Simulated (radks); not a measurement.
**Ionising erbium step by step, Er to Er²²⁺**

One table from this session's results is given with a row withheld; the runs are named, their logs left out.

Method: Dirac Kohn-Sham, PBE, spin-unpolarised, spherical densities, point nucleus; open shells are shared between the two j in proportion to 2j + 1. Code: radks (a radial shooting solver on a logarithmic mesh, Libxc functionals) version 1.

**The system**

```
element             : erbium (Z = 68)
charges             : 0 to 22
first configuration : [Xe] 4f12 6s2
last configuration  : [Kr] 4d10
```

The outer shells:

Er
```
[Xe] core
4f [↑↓][↑↓][↑↓][↑↓][↑↓][↑ ][↑ ]
6s [↑↓]
```

Er²²⁺
```
[Kr] core
4d [↑↓][↑↓][↑↓][↑↓][↑↓]
```

Set-up of the first run:

Input:

```text
Z 68
configuration [Xe] 4f12 6s2
relativity Dirac
functional pbe,pbe
spin unpolarised
j_filling average
nucleus point
c 137.035999084
```

Among the steps run: Er, [Xe] 4f12 6s2.

One of the session's tables, all rows but one given; the rest of the session is left out.

It belongs to the step «Er, [Xe] 4f12 6s2». Radial moments (bohr):

```
level     <r>  outermost maximum (interpolated)  90 % within  nodes
4d3/2  0.5773                             0.507        0.869      1
4d5/2       ?                                 ?            ?      ?
5s1/2   1.254                              1.11         1.82      4
5p1/2   1.419                              1.22         2.10      3
5p3/2   1.533                              1.30         2.27      3
6s1/2   4.018                              3.37         5.99      5
4f5/2  0.8203                             0.507         1.44      0
4f7/2  0.8447                             0.512         1.49      0
```

Estimate the missing values for 4d5/2.

**Answer.** <r>: 0.5885; outermost maximum (interpolated): 0.516; 90 % within: 0.885; nodes: 1. In the column «<r>» it lies between 4d3/2 (0.5773) and 4f5/2 (0.8203).

Limits of these values: Spin polarisation and multiplet splitting are left out, so open shells lie too high by an amount that depends on their filling.
